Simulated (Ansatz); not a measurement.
# Sc3B2N: from a guess to a relaxed structure

The task: take a trial cell of Sc3B2N to zero force and stress.

Method: DFT PBE, scalar-relativistic, plane waves, PAW, in Ansatz 0.2.0.

**1. Starting point**

It takes space group I4/mmm (No. 139, tetragonal). Conventional cell: a = 3.727 Å, b = 3.727 Å, c = 9.449 Å, α = 90.00°, β = 90.00°, γ = 90.00°. Sc (site symmetry -4m2) has 4 B at 1.95 Å as nearest neighbours. Sc (site symmetry 4/mmm) is surrounded by 2 B at 1.80 Å. B (site symmetry 4mm) is surrounded by 5 Sc at 1.80 to 1.95 Å. N (site symmetry 4/mmm) has 12 Sc at 2.64 to 3.01 Å as nearest neighbours.

Structure file:

```
CELL_PARAMETERS angstrom
-1.86366 1.86366 4.72463
1.86366 -1.86366 4.72463
1.86366 1.86366 -4.72463
ATOMIC_POSITIONS crystal
Sc 0.75000 0.25000 0.50000
Sc 0.50000 0.50000 0.00000
Sc 0.25000 0.75000 0.50000
B 0.69071 0.69071 0.00000
B 0.30929 0.30929 0.00000
N 0.00000 0.00000 0.00000
```

A structure generator made this guess: species swapped into a database cell of CsLi2F3 (I4/mmm, No. 139), with N on the Cs sites, B on the Li sites and Sc on the F sites. Its size is a rough estimate.

**2. The guess as it stands, on a coarse mesh**

File input.yaml:

```yaml
crystal:
  lattice:
    - [-1.86365988, 1.86365988, 4.72463405]
    - [1.86365988, -1.86365988, 4.72463405]
    - [1.86365988, 1.86365988, -4.72463405]
  atoms:
    - { symbol: Sc, position: [0.75, 0.25, 0.5] }
    - { symbol: Sc, position: [0.5, 0.5, 0.0] }
    - { symbol: Sc, position: [0.25, 0.75, 0.5] }
    - { symbol: B, position: [0.69071102, 0.69071102, 0.0] }
    - { symbol: B, position: [0.30928898, 0.30928898, 0.0] }
    - { symbol: "N", position: [0.0, 0.0, 0.0] }
basis:
  ecutwfc: 420
kpoints:
  mp_grid: { grid: [6, 6, 6] }
hamiltonian:
  xc: pbe
scf:
  occupations: { method: gaussian, width: 0.1 }
  lower_state_search: "off"
output:
  forces: true
  stress: true
  eigenvalues: true
```

Started as:

```console
$ ansatz run input.yaml --threads 1 --pin off --max-ram 2560MiB --backend cpu --events-out ev --progress --plain --runs-dir out
```

Further runs follow: spin check on a coarse mesh; coarse relaxation; relaxation on the finer mesh.

What does the calculation give? Wanted: conventional cell; volume; energy over the elements; gap on the mesh.

As calculated:

| quantity | value |
| --- | --- |
| symmetry at the end (tolerance 0.05 Å) | space group I4/mmm (No. 139) |
| conventional cell | a = 5.053 Å, b = 5.053 Å, c = 7.468 Å, α = 90.00°, β = 90.00°, γ = 90.00° |
| volume | 15.89 Å³/atom |
| energy over the elements (uncorrected; H, N, O, F and Cl as molecules) | -0.01 eV/atom |
| gap on the mesh | none (metal) |

**Reading.** The space group I4/mmm (No. 139) is kept, and the volume per atom grows by 45.2 % from the first guess. The formation energy of this structure is too near zero to say whether it is bound against the elements. No finished test with a distortion of lower symmetry is shown, so the end may be a saddle point. Other magnetic orders were not searched.
